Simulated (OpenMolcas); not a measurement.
# Ag⁴⁺ among point charges: CASSCF and CASPT2 levels and susceptibility

Aim: the splitting of the states of Ag⁴⁺ in the field of 3 point charges, its lowest levels with spin-orbit coupling and its magnetic susceptibility.

The numbers are computed with OpenMolcas 26.06 (state-averaged CASSCF and CASPT2, spin-orbit coupling by RASSI with atomic mean-field integrals), except any that are marked as measured or tabulated.

### Step 1. What is computed

| Quantity | Value |
| --- | --- |
| Species | Ag⁴⁺ (silver, Z = 47, 43 electrons) |
| Basis | ANO-RCC-VTZP [7s6p4d2f1g], 68 functions |
| Scalar Hamiltonian | DKH2, point nucleus |
| Inactive shells | 1s 2s 2p 3s 3p 3d 4s 4p |
| Active space | 7 electrons in 5 orbitals (4d) |
| Some configurations of this space | 4d7 |
| Orbitals | optimised for each spin and parity, averaged over all roots |

The outer shells:

4d7
```
4d [↑↓][↑↓][↑ ][↑ ][↑ ]
```

The ion sits among 3 point charges of -1.5 e arranged as a planar triangle (D3h), 1.87 Å from the ion.

The work runs as a chain of OpenMolcas steps in one folder; each step below is one input file. Labels, J, g values, rates, χT and fits are worked out afterwards by a script from the matrices that RASSI stores.

### Step 2. GATEWAY and SEWARD: basis and integrals

The input, a.inp:

```
&GATEWAY
Coord
1

Ag 0.0 0.0 0.0
Basis=ANO-RCC-VTZP
Group=NoSym
NoMove
AngMom=0.0 0.0 0.0
AMFI
XField
3 Angstrom 0
1.870000 0.000000 0.000000 -1.500000
-0.935000 1.619468 0.000000 -1.500000
-0.935000 -1.619468 0.000000 -1.500000
&SEWARD
```

The run is started by

```
OMP_NUM_THREADS=1 MOLCAS_MEM=1689 MOLCAS_PROJECT=a pymolcas a.inp > a.log
```

### Step 3. Reference wave functions, quartets, 10 roots

The input, a.inp:

```
&RASSCF
FileOrb=start.orb
Symmetry=1
Spin=4
nActEl=7 0 0
Inactive=18
Ras2=5
CIRoot=10 10 1
SDav=10
CIMx=300
Iter=120 100
PrWF=0.3
OrbListing=Nothing
MaxOrb=0
>>> COPY $Project.JobIph JOB001
```

start.orb holds the contracted functions of the basis, ordered by shell, or the orbitals of the step before.

### Step 4. Reference wave functions, doublets, 40 roots

The input, a.inp:

```
&RASSCF
FileOrb=start.orb
Symmetry=1
Spin=2
nActEl=7 0 0
Inactive=18
Ras2=5
CIRoot=40 40 1
SDav=40
CIMx=300
Iter=120 100
PrWF=0.3
OrbListing=Nothing
MaxOrb=0
>>> COPY $Project.JobIph JOB002
```

### Step 5. State interaction with spin-orbit coupling

The input, a.inp:

```
&RASSI
NrOfJobIphs=2 10 40
1 2 3 4 5 6 7 8 9 10
1 2 3 4 5 6 7 8 9 10 11 12 13 14 15 16 17 18 19 20 21 22 23 24 25 26 27
28 29 30 31 32 33 34 35 36 37 38 39 40
IphNames
JOB001
JOB002
EJob
SpinOrbit
DIPRint=1.0
SOCoupling=1000.0
Subsets=2
Property=9
'ANGMOM' 1 'ANGMOM' 2 'ANGMOM' 3 'MLTPL  1' 1 'MLTPL  1' 2 'MLTPL  1' 3
'AMFI' 1 'AMFI' 2 'AMFI' 3
SOProperty=3
'ANGMOM' 1 'ANGMOM' 2 'ANGMOM' 3
```

### Step 6. CASPT2: IPEA 0.25, imaginary shift 0.1 (closed shells correlated: 4s 4p)

The input, a.inp:

```
>>> COPY JOB001 $Project.JobIph
&CASPT2
Multistate=10 1 2 3 4 5 6 7 8 9 10
NoMult
Frozen=14
IPEA=0.25
Imaginary=0.1
MaxIter=60
WThr=0.0 0.3 0.05
PrWF=0.5
NoMix
>>> COPY JOB002 $Project.JobIph
&CASPT2
Multistate=40 1 2 3 4 5 6 7 8 9 10 11 12 13 14 15 16 17 18 19 20 21 22
23 24 25 26 27 28 29 30 31 32 33 34 35 36 37 38 39 40
NoMult
Frozen=14
IPEA=0.25
Imaginary=0.1
MaxIter=60
WThr=0.0 0.3 0.05
PrWF=0.5
NoMix
```

(Steps that only read results are left out.)

Before running it: what results should come out? Wanted: spin-free ground state; first state of the same spin within the active space; lowest level; next level.

**Answer**, as computed:

| quantity | value |
| --- | --- |
| method | SS-CASPT2, IPEA 0.25, imaginary shift 0.1 (closed shells correlated: 4s 4p) |
| spin-free ground state | 4A2, 1-fold in its orbital part |
| first state of the same spin within the active space | 4E at 795 cm⁻¹ |
| lowest level | 2-fold E1/2, g = 1.60, 6.55, 6.55 |
| next level | 480.7 cm⁻¹ |
| χT at 300 K | 4.41 cm³ K/mol |
| effective moment at 300 K | 5.94 μB |

Cost by method:

| method | time of its own steps | time with the reference |
| --- | --- | --- |
| A. CASSCF | 13 s | 13 s |
| B. SS-CASPT2, IPEA 0.25, imaginary shift 0.1, +4s 4p | 14 s | 26 s |

Times are of one thread on a shared host.

What this shows: The spin-free ground state (4A2) comes to 95 % from free-ion F terms and keeps the highest spin of the shell. χT at 300 K is 4.41, against 1.88 cm³ K/mol for the spin alone, so orbital moment adds to it. An active space of the d shell alone favours high spin; real ions in strong fields can be low spin. CASPT2 does not keep the components of a term degenerate, and the means are used. The field of point charges can differ much from that of real complexes. With metal d orbitals alone active, the gaps between spin states are rough; where two lie within a few thousand cm-1, their order is open. Point charges carry no covalency, so the field is a model and not that of real ligands.
